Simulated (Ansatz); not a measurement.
# TaAs (I4_1md) in Ansatz: further runs, part 2 of 2

Ansatz 0.2.0.

## (4) Single point, PBE, 16.35 Å³/atom (volume scaled by 0.94)

input.yaml

```yaml
crystal:
  lattice:
    - [-1.6866644514, 1.6866644514, 5.7481540155]
    - [1.6866644514, -1.6866644514, 5.7481540155]
    - [1.6866644514, 1.6866644514, -5.7481540155]
  atoms:
    - { symbol: Ta, position: [0.4999673, 0.4999673, 0.0] }
    - { symbol: Ta, position: [0.2499673, 0.7499673, 0.5] }
    - { symbol: As, position: [0.08263212, 0.08263212, 0.0] }
    - { symbol: As, position: [0.83263212, 0.33263212, 0.5] }
kpoints:
  mp_grid: { grid: [11, 11, 11] }
scf:
  occupations: { method: fermi_dirac, width: 0.05 }
hamiltonian:
  xc: pbe
  pseudopotentials: { kind: all_electron, lapw: { basis_error: 0.001 } }
output:
  forces: true
  stress: true
  eigenvalues: true
```

Potentials or basis: all-electron LAPW, scalar-relativistic.

On the command line:

```bash
$ ansatz run input.yaml --threads 2 --pin off --max-ram 6144MiB --backend cpu --events-out ev --progress --plain --runs-dir out
```

Output:

```text
Warning: RAYON_NUM_THREADS=2 ignored (pool sized by the plan → 2); use --threads N
LAPW: plane waves up to 9.050 Å⁻¹, error target 1.0e-3 eV per atom; small_component_spin mean_spin; As in spheres of 1.220 Å, 23 of its electrons in bands, Dirac shells []; Ta in spheres of 1.339 Å, 43 of its electrons in bands, Dirac shells [] (how accurate: hamiltonian.pseudopotentials.lapw.basis_error, Limitations)
Engine: ansatz 0.2.0, aarch64-unknown-linux-gnu
[... 64 lines left out ...]
  k-point 1: bands = ["-373.4276", "-373.4276", "-373.4080", "-373.4080", "-373.4056", "-373.4056", "-194.9758", "-194.9758", "-194.9714", "-194.9714", "-194.9684", "-194.9684", "-194.9534", "-194.9534", "-194.9519", "-194.9519", "-163.1889", "-163.1889", "-106.5708", "-106.5708", "-106.5663", "-106.5663", "-106.5562", "-106.5562", "-46.0227", "-46.0093", "-13.6946", "-13.6926", "-13.6550", "-13.6491", "-13.6463", "-13.6413", "-13.6343", "-13.6322", "-13.6258", "-13.6214", "-12.6991", "-12.5984", "-12.5951", "-12.4676", "-12.4573", "-12.3909", "2.1360", "2.1376", "2.1407", "2.1407", "2.1432", "2.1433", "2.1507", "2.1512", "2.1521", "2.1582", "2.1709", "2.1783", "2.1832", "2.1832", "7.9514", "10.5460", "14.9828", "18.3578", "19.2532", "19.2865", "19.3082", "19.9418", "20.5896", "20.7544", "22.7403", "23.3478", "24.9033", "25.0333", "25.6327", "26.0564", "26.3699", "26.8231", "28.0500", "29.4594", "30.8281", "32.2021", "33.3465", "33.8165"]
  k-point 2: bands = ["-373.4276", "-373.4276", "-373.4080", "-373.4080", "-373.4056", "-373.4056", "-194.9758", "-194.9758", "-194.9714", "-194.9714", "-194.9684", "-194.9684", "-194.9534", "-194.9534", "-194.9519", "-194.9519", "-163.1889", "-163.1889", "-106.5708", "-106.5708", "-106.5663", "-106.5663", "-106.5562", "-106.5562", "-46.0193", "-46.0077", "-13.7056", "-13.6907", "-13.6636", "-13.6587", "-13.6470", "-13.6449", "-13.6301", "-13.6299", "-13.6205", "-13.6202", "-12.6810", "-12.6269", "-12.6258", "-12.5099", "-12.4789", "-12.3888", "2.1382", "2.1387", "2.1401", "2.1413", "2.1424", "2.1428", "2.1495", "2.1505", "2.1515", "2.1569", "2.1733", "2.1794", "2.1818", "2.1818", "8.6108", "10.7372", "15.4880", "17.3413", "18.0899", "18.5308", "18.8072", "20.2344", "21.0416", "21.2196", "22.4010", "22.5706", "24.4236", "25.3911", "26.0138", "26.3347", "26.5444", "27.9812", "29.8717", "30.2716", "31.1780", "31.8217", "33.3903", "33.4470"]
  k-point 125: bands = ["-373.4276", "-373.4276", "-373.4080", "-373.4080", "-373.4056", "-373.4056", "-194.9758", "-194.9758", "-194.9714", "-194.9714", "-194.9684", "-194.9684", "-194.9534", "-194.9534", "-194.9519", "-194.9519", "-163.1889", "-163.1889", "-106.5708", "-106.5708", "-106.5663", "-106.5663", "-106.5562", "-106.5562", "-46.0166", "-46.0164", "-13.6995", "-13.6992", "-13.6489", "-13.6472", "-13.6425", "-13.6375", "-13.6334", "-13.6310", "-13.6242", "-13.6230", "-12.6263", "-12.5970", "-12.5490", "-12.5475", "-12.4468", "-12.4285", "2.1351", "2.1358", "2.1409", "2.1422", "2.1426", "2.1440", "2.1494", "2.1498", "2.1551", "2.1553", "2.1753", "2.1757", "2.1842", "2.1848", "8.8840", "8.9074", "17.3020", "17.4017", "18.5791", "18.9032", "19.1334", "19.5583", "20.8643", "21.4239", "23.1410", "23.9858", "24.2978", "24.6711", "25.5430", "25.7240", "26.5908", "27.6220", "28.7599", "29.4877", "30.1590", "30.6198", "33.0715", "33.1960"]
```

Wall time 5 min (2 threads of Arm Neoverse V1, shared host); peak memory 1.4 GiB.

What came out:

| Property | Result |
| --- | --- |
| Free energy | -972188.0114 eV |
| Pressure | 15.3 GPa |
| Largest force | 0.059 eV/Å |
| Band gap on the k mesh | none (metal or under the smearing width) |

## (5) Single point, PBE, 16.70 Å³/atom (volume scaled by 0.96)

Changes to input.yaml since step 4:

```diff
@@ -2,5 +2,5 @@
   lattice:
-    - [-1.6866644514, 1.6866644514, 5.7481540155]
-    - [1.6866644514, -1.6866644514, 5.7481540155]
-    - [1.6866644514, 1.6866644514, -5.7481540155]
+    - [-1.6985427614, 1.6985427614, 5.7886353071]
+    - [1.6985427614, -1.6985427614, 5.7886353071]
+    - [1.6985427614, 1.6985427614, -5.7886353071]
   atoms:
```

On the command line:

```bash
$ ansatz run input.yaml --threads 2 --pin off --max-ram 6144MiB --backend cpu --events-out ev --progress --plain --runs-dir out
```

Run time: 5 min. Hardware: 2 threads of Arm Neoverse V1, shared host; peak memory 1.4 GiB.

It converged, with:

```yaml
Free_energy: -972188.1230 eV
Pressure: 10.5 GPa
Largest_force: 0.047 eV/Å
Band_gap_on_the_k_mesh: none (metal or under the smearing width)
```

## (6) Single point, PBE, 17.05 Å³/atom (volume scaled by 0.98)

Changes to input.yaml since step 5:

```diff
@@ -2,5 +2,5 @@
   lattice:
-    - [-1.6985427614, 1.6985427614, 5.7886353071]
-    - [1.6985427614, -1.6985427614, 5.7886353071]
-    - [1.6985427614, 1.6985427614, -5.7886353071]
+    - [-1.7102572196, 1.7102572196, 5.8285581915]
+    - [1.7102572196, -1.7102572196, 5.8285581915]
+    - [1.7102572196, 1.7102572196, -5.8285581915]
   atoms:
```

Potentials or basis: all-electron LAPW, scalar-relativistic.

On the command line:

```bash
$ ansatz run input.yaml --threads 2 --pin off --max-ram 6144MiB --backend cpu --events-out ev --progress --plain --runs-dir out
```

Wall time 5 min (2 threads of Arm Neoverse V1, shared host); peak memory 1.4 GiB.

It converged, with:

| Item | Value |
| --- | --- |
| Free energy | -972188.1946 eV |
| Pressure | 6.1 GPa |
| Largest force | 0.035 eV/Å |
| Band gap on the k mesh | none (metal or under the smearing width) |

## (7) Single point, PBE, 17.40 Å³/atom

Changes to input.yaml since step 6:

```diff
@@ -2,5 +2,5 @@
   lattice:
-    - [-1.7102572196, 1.7102572196, 5.8285581915]
-    - [1.7102572196, -1.7102572196, 5.8285581915]
-    - [1.7102572196, 1.7102572196, -5.8285581915]
+    - [-1.7218133622, 1.7218133622, 5.8679415361]
+    - [1.7218133622, -1.7218133622, 5.8679415361]
+    - [1.7218133622, 1.7218133622, -5.8679415361]
   atoms:
```

On the command line:

```bash
$ ansatz run input.yaml --threads 2 --pin off --max-ram 6144MiB --backend cpu --events-out ev --progress --plain --runs-dir out
```

It took 5.1 min on 2 threads of Arm Neoverse V1, shared host; peak memory 1.4 GiB.

Results (log left out):

| Quantity | Value |
| --- | --- |
| Free energy | -972188.2303 eV |
| Pressure | 2.2 GPa |
| Largest force | 0.025 eV/Å |
| Band gap on the k mesh | none (metal or under the smearing width) |

## (8) Single point, PBE, 17.74 Å³/atom (volume scaled by 1.02)

Changes to input.yaml since step 7:

```diff
@@ -2,5 +2,5 @@
   lattice:
-    - [-1.7218133622, 1.7218133622, 5.8679415361]
-    - [1.7218133622, -1.7218133622, 5.8679415361]
-    - [1.7218133622, 1.7218133622, -5.8679415361]
+    - [-1.733216432, 1.733216432, 5.9068032086]
+    - [1.733216432, -1.733216432, 5.9068032086]
+    - [1.733216432, 1.733216432, -5.9068032086]
   atoms:
```

On the command line:

```bash
$ ansatz run input.yaml --threads 2 --pin off --max-ram 6144MiB --backend cpu --events-out ev --progress --plain --runs-dir out
```

Wall time 4.9 min (2 threads of Arm Neoverse V1, shared host); peak memory 1.4 GiB.

Results (log left out):

- Free energy: -972188.2337 eV
- Pressure: -1.3 GPa
- Largest force: 0.015 eV/Å
- Band gap on the k mesh: none (metal or under the smearing width)

## (9) Single point, PBE, 18.09 Å³/atom (volume scaled by 1.04)

Changes to input.yaml since step 8:

```diff
@@ -2,5 +2,5 @@
   lattice:
-    - [-1.733216432, 1.733216432, 5.9068032086]
-    - [1.733216432, -1.733216432, 5.9068032086]
-    - [1.733216432, 1.733216432, -5.9068032086]
+    - [-1.7444713995, 1.7444713995, 5.9451601484]
+    - [1.7444713995, -1.7444713995, 5.9451601484]
+    - [1.7444713995, 1.7444713995, -5.9451601484]
   atoms:
```

Potentials or basis: all-electron LAPW, scalar-relativistic.

On the command line:

```bash
$ ansatz run input.yaml --threads 2 --pin off --max-ram 6144MiB --backend cpu --events-out ev --progress --plain --runs-dir out
```

It took 4.9 min on 2 threads of Arm Neoverse V1, shared host; peak memory 1.4 GiB.

It converged, with:

```
Free energy            : -972188.2081 eV
Pressure               : -4.5 GPa
Largest force          : 0.007 eV/Å
Band gap on the k mesh : none (metal or under the smearing width)
```

## (10) Single point, PBE, 18.44 Å³/atom (volume scaled by 1.06)

Changes to input.yaml since step 9:

```diff
@@ -2,5 +2,5 @@
   lattice:
-    - [-1.7444713995, 1.7444713995, 5.9451601484]
-    - [1.7444713995, -1.7444713995, 5.9451601484]
-    - [1.7444713995, 1.7444713995, -5.9451601484]
+    - [-1.7555829819, 1.7555829819, 5.9830284314]
+    - [1.7555829819, -1.7555829819, 5.9830284314]
+    - [1.7555829819, 1.7555829819, -5.9830284314]
   atoms:
```

On the command line:

```bash
$ ansatz run input.yaml --threads 2 --pin off --max-ram 6144MiB --backend cpu --events-out ev --progress --plain --runs-dir out
```

Wall time 4.8 min (2 threads of Arm Neoverse V1, shared host); peak memory 1.4 GiB.

Results (log left out):

```
Free energy            : -972188.1564 eV
Pressure               : -7.3 GPa
Band gap on the k mesh : none (metal or under the smearing width)
```

## (11) The reference run

An earlier run on the cell as given: functional PBE; potentials or basis all-electron LAPW, scalar-relativistic; cutoff 295 eV (chosen from the basis error); basis error allowed 0.001 eV/atom; k mesh 11 × 11 × 11; occupations fermi-dirac, width 0.05 eV; no spin polarisation.

* Pressure: 2.2 GPa
* Largest force: 0.025 eV/Å
* Band gap on the k mesh: none (metal or under the smearing width)
